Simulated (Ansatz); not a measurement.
**SnGeH₅ radical: small, medium and large basis sets**

One table from this session's results is given with a row withheld; the runs are named, their logs left out.

Method: one geometry, several basis sets; program: Ansatz 0.2.0, Gaussian basis.

Levels to be run: PBE0-D4/def2-SVP; ωB97M-V/def2-SVP; PBE0-D4/def2-QZVPP; ωB97M-V/def2-QZVPP; the functionals' def2-TZVPP values are taken from earlier runs.

## Structure used throughout

The geometry comes from an earlier relaxation with PBE0-D4 in a triple-zeta def2 set; it is a stationary point, not always the lowest conformer. Sn takes the def2 core potential; no spin-orbit term is included.

SMILES `[GeH3][SnH2]`, 7 atoms, charge 0, spin multiplicity 2.

Atoms are counted from 1 here; the program's logs count them from 0.

Bond lengths: Ge1–Sn2 2.608 Å, Ge1–H3 1.537 Å, Ge1–H4 1.537 Å, Ge1–H5 1.541 Å, Sn2–H6 1.719 Å, Sn2–H7 1.719 Å. Angles: Sn2–Ge1–H3 109.7°, Sn2–Ge1–H4 109.5°, Sn2–Ge1–H5 111.7°, H3–Ge1–H4 108.7°, H3–Ge1–H5 108.6°, H4–Ge1–H5 108.6°, Ge1–Sn2–H6 111.3°, Ge1–Sn2–H7 111.5°, H6–Sn2–H7 107.5°.

Coordinates:

```xyz
7

Ge   -0.5953   -0.7660   -0.5117
Sn    0.6721    0.8012    1.1434
H    -0.1556   -2.2212   -0.2849
H    -2.1081   -0.6624   -0.2605
H    -0.3137   -0.3903   -1.9791
H     0.1892    2.4396    0.9473
H     2.3725    0.7311    0.8998
```

The first run:

The input, in.yaml:

```yaml
crystal:
  periodic: [false, false, false]
  atoms:
    - {symbol: Ge, position_ang: [-0.595276, -0.766032, -0.511662]}
    - {symbol: Sn, position_ang: [0.672068, 0.801174, 1.143437]}
    - {symbol: H, position_ang: [-0.155623, -2.221185, -0.284950]}
    - {symbol: H, position_ang: [-2.108065, -0.662415, -0.260467]}
    - {symbol: H, position_ang: [-0.313675, -0.390306, -1.979133]}
    - {symbol: H, position_ang: [0.189232, 2.439607, 0.947273]}
    - {symbol: H, position_ang: [2.372538, 0.731057, 0.899804]}
basis:
  gaussian: {orbitals: def2-SVP}
magnetization: {spin_polarized: true, initial_magnetization: 1}
hamiltonian: {xc: pbe0, dispersion: d4}
output: {orbitals: {seedname: orbitals}}
```

Run with:

```console
ansatz run in.yaml --threads 2 --pin off --events-out ev --progress --plain --max-ram 22528MiB --backend cpu
```

Steps of the session up to this table: PBE0-D4 in def2-SVP; ωB97M-V in def2-SVP; PBE0-D4 in def2-QZVPP; ωB97M-V in def2-QZVPP.

One of the session's tables, all rows but one given; the rest of the session is left out.

It belongs to the step «Density functionals: the series». 

| functional | basis | HOMO (eV) | LUMO (eV) |
| --- | --- | --- | --- |
| PBE0-D4 | def2-SVP | -5.94 | -3.04 |
| PBE0-D4 | def2-TZVPP | -5.98 | -3.09 |
| PBE0-D4 | def2-QZVPP | -5.98 | -3.10 |
| ωB97M-V | def2-SVP | -7.84 | -1.31 |
| ωB97M-V | def2-TZVPP | ? | ? |
| ωB97M-V | def2-QZVPP | -7.91 | -1.46 |

Estimate the missing values for ωB97M-V, def2-TZVPP.

The run gave: HOMO (eV): -7.91; LUMO (eV): -1.44.
